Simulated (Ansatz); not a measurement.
I need a single point from an input typed as a dict of Nb3Tl, space group Pm-3n. Use Ansatz 0.2.0, Python API. Settings: PBE, PAW, cutoff 510 eV, 5×5×5 k-points, Gaussian smearing of 0.1 eV.

```xyz
8
Lattice="5.2970 0.0000 0.0000 0.0000 5.2970 0.0000 0.0000 0.0000 5.2970" Properties=species:S:1:pos:R:3 pbc="T T T"
Nb    1.3242    0.0000    2.6485
Nb    2.6485    3.9727    0.0000
Nb    3.9727    0.0000    2.6485
Nb    2.6485    1.3242    0.0000
Nb    0.0000    2.6485    3.9727
Nb    0.0000    2.6485    1.3242
Tl    0.0000    0.0000    0.0000
Tl    2.6485    2.6485    2.6485
```

The script, `nb3tl.py`:
```python
# -*- coding: utf-8 -*-
"""Single point of Nb3Tl through the engine session."""

import warnings

import ansatz

warnings.simplefilter("ignore", ansatz.DeckWarning)

settings = {
    "crystal": {
        "lattice": [[5.297, 0.0, 0.0], [0.0, 5.297, 0.0], [0.0, 0.0, 5.297]],
        "atoms": [
            {"symbol": "Nb", "position": [0.25, 0.0, 0.5]},
            {"symbol": "Nb", "position": [0.5, 0.75, 0.0]},
            {"symbol": "Nb", "position": [0.75, 0.0, 0.5]},
            {"symbol": "Nb", "position": [0.5, 0.25, 0.0]},
            {"symbol": "Nb", "position": [0.0, 0.5, 0.75]},
            {"symbol": "Nb", "position": [0.0, 0.5, 0.25]},
            {"symbol": "Tl", "position": [0.0, 0.0, 0.0]},
            {"symbol": "Tl", "position": [0.5, 0.5, 0.5]},
        ],
    },
    "kpoints": {"mp_grid": {"grid": [5, 5, 5]}},
    "hamiltonian": {"xc": "pbe"},
    "scf": {
        "occupations": {"method": "gaussian", "width": 0.1},
        "convergence": {"dr2_threshold": 1e-06},
    },
    "basis": {"ecutwfc": "510 eV"},
    "output": {"forces": True},
}

outcome = ansatz.Session.from_dict(settings).plan().execute()
r = outcome.report

n_atoms = len(r["lattice"]["sites"])
print("F =", round(r["free_energy_ev"], 4), "eV for", n_atoms, "atoms")
print("E(sigma -> 0) =", round(r["energy_sigma0_ev"], 4), "eV, TS =", round(r["entropy_ts_ev"], 5), "eV")
print("closed by", r["closed_by"], "after", r["n_iterations"], "iterations")

# forces in eV per angstrom
print("forces (eV/A)")
for site, force in zip(outcome.lattice.sites, r["forces_ev_ang"]):
    print(f"  {site.symbol:2s} {force[0]:9.4f} {force[1]:9.4f} {force[2]:9.4f}")

print("doubts on the final state:", r["published_state_doubts"] or "none")
print("warnings:", sorted({n["data"]["kind"] for n in outcome.notices if n["data"].get("severity") in ("warning", "doubt")}) or "none")
```

Running `python nb3tl.py` prints:
```text
F = -50200.349 eV for 8 atoms
E(sigma -> 0) = -50200.3261 eV, TS = 0.04576 eV
closed by deck_thresholds after 6 iterations
forces (eV/A)
  Nb    0.0000    0.0000    0.0000
  Nb   -0.0000    0.0000    0.0000
  Nb    0.0000   -0.0000    0.0000
  Nb    0.0000    0.0000    0.0000
  Nb    0.0000    0.0000    0.0000
  Nb   -0.0000    0.0000    0.0000
  Tl    0.0000    0.0000    0.0000
  Tl    0.0000   -0.0000    0.0000
doubts on the final state: none
warnings: none
```

Reading the output:
- The settings weren't tested for convergence.
- No spin polarisation was allowed.
- For a metal this k-point mesh is coarse: on a finer one energies can move by several to tens of meV an atom and pressures by half a GPa or more, differences at one mesh by less.
- Spin-orbit coupling, which matters for elements this heavy, is left out.
- The structure is a deposited one; some such entries were measured under pressure or heat, so a shift against it needn't be the functional's error alone.
- The script silences the warnings on its input, which a real study should read.
- Hardware and time: 6.4 s on 1 thread of Arm Neoverse V1, with other jobs on the host, peak memory 0.48 GiB.

(A comment or docstring line of the script was reworded after the run, the code is as it ran; lines on the test bed's own set-up are left out of the output.)
